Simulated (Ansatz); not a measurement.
Run this with the Ansatz DFT code, driven from Python and show what comes out.

`c2h5alo2_energy.py`
```python
"""Single point of C2H5AlO2 in a Gaussian basis."""

from pathlib import Path
import argparse

import ansatz as az
import numpy as np

parser = argparse.ArgumentParser(description="Single point of C2H5AlO2 in a Gaussian basis.")
parser.add_argument("--basis", default="def2-SVP", help="Gaussian basis set")
parser.add_argument("--xc", default="pbe0", help="exchange-correlation functional")
args = parser.parse_args()

system = (
    az.Crystal.molecule()
    .atom("C", (-1.0386, -1.5247, 0.5571))
    .atom("C", (0.2262, -1.4909, 0.3374))
    .atom("O", (0.94, -0.3456, -0.0088))
    .atom("Al", (0.4412, 1.424, -0.2347))
    .atom("O", (1.5614, 2.7284, -0.6907))
    .atom("H", (-1.5954, -2.3849, 0.7984))
    .atom("H", (-1.6495, -0.576, 0.4724))
    .atom("H", (0.7978, -2.4103, 0.4251))
    .atom("H", (-1.1744, 1.7917, -0.0135))
    .atom("H", (1.5743, 2.7373, -1.6397))
)

base = (
    system.calculation()
    .basis(gaussian=args.basis)
    .functional(args.xc)
    .forces()
    .orbitals()
)
outcome = base.run(runs_dir="c2h5alo2_runs")
report = outcome.report

for key in ("converged", "free_energy_ev", "reference_energy_ev", "n_frozen", "n_occupied", "n_virtual"):
    print(f"{key:22s} {report[key]}")

symbols = [site.symbol for site in system.cartesian_sites]
print("forces (eV/A)")
for symbol, f in zip(symbols, report["forces_ev_ang"]):
    print(f"  {symbol:2s} {f[0]:9.4f} {f[1]:9.4f} {f[2]:9.4f}")

charges = report["charge_distribution"]
dipole = np.array(charges["dipole_moment_e_ang"]) * 4.803205
print("dipole (D): {:.3f} {:.3f} {:.3f}, length {:.3f}".format(*dipole, np.linalg.norm(dipole)))
print("atom  Mulliken   Lowdin")
for symbol, m, l in zip(symbols, charges["mulliken_charges_e"], charges["lowdin_charges_e"]):
    print(f"{symbol:4s} {m:9.3f} {l:8.3f}")

lines = Path(report["orbitals_path"]).read_text().splitlines()
field_of = lambda key: [line.split("=")[1].strip() for line in lines if line.startswith(key)]
orbitals = [(27.211386 * float(e), s, float(n)) for e, s, n in zip(field_of("Ene="), field_of("Spin="), field_of("Occup="))]
homo = max(e for e, _, n in orbitals if n > 0.5)
lumo = min(e for e, _, n in orbitals if n < 0.5)
for e, spin, n in sorted(orbitals):
    if homo - 15 < e < lumo + 5:
        print(f"{spin:6s} {e:10.3f} eV  occupation {n:.0f}")
```

```console
$ python c2h5alo2_energy.py
converged              True
free_energy_ev         -12830.485948966738
reference_energy_ev    -12830.485948966738
n_frozen               0
n_occupied             [23, 23]
n_virtual              [76, 76]
forces (eV/A)
  C    -3.6747    2.4727    0.0870
  C     3.3698    1.8005   -0.9101
  O    -0.8770    0.8139    0.0626
  Al    0.0015   -1.1109    0.4345
  O    -1.0950   -1.7027    1.0698
  H    -0.5170   -1.4253    0.3894
  H     0.5666   -0.9839    0.1002
  H     0.7181   -0.0409   -0.1324
  H     1.1478   -0.1878   -0.1488
  H     0.3599    0.3644   -0.9522
dipole (D): -0.589 -0.021 -1.238, length 1.372
atom  Mulliken   Lowdin
C       -0.167   -0.097
C        0.188   -0.035
O       -0.561   -0.065
Al       0.867    0.319
O       -0.461    0.005
H        0.038    0.000
H        0.057    0.028
H        0.033    0.005
H       -0.170   -0.123
H        0.178   -0.037
Alpha     -20.772 eV  occupation 2
Alpha     -15.961 eV  occupation 2
Alpha     -13.768 eV  occupation 2
Alpha     -13.457 eV  occupation 2
Alpha     -12.941 eV  occupation 2
Alpha     -10.860 eV  occupation 2
Alpha     -10.615 eV  occupation 2
Alpha     -10.185 eV  occupation 2
Alpha      -9.638 eV  occupation 2
Alpha      -8.980 eV  occupation 2
Alpha      -8.314 eV  occupation 2
Alpha      -6.793 eV  occupation 2
Alpha      -1.047 eV  occupation 0
Alpha      -0.678 eV  occupation 0
Alpha       1.490 eV  occupation 0
Alpha       1.837 eV  occupation 0
Alpha       2.871 eV  occupation 0
Alpha       3.051 eV  occupation 0
Alpha       3.269 eV  occupation 0
```

Reading the output:
- Total energies depend on the basis set; only differences at equal settings carry meaning.
- The geometry is a force-field or estimated start, not a minimum of this method, and the basis set is short of its limit.
- The Löwdin charges here are taken after orthogonalising the functions within each atom; they differ from plain Löwdin charges, and their signs can be unphysical.
- Alpha marks a spatial orbital of a restricted run, filled by both spins.
- Levels such as HOMO and LUMO are orbital energies: with these approximate functionals they aren't the ionisation energy and electron affinity, and their gap isn't the fundamental gap.
- It ran for 4.7 s on 1 thread of Arm Neoverse V1, on a shared host, peak memory 0.25 GiB.
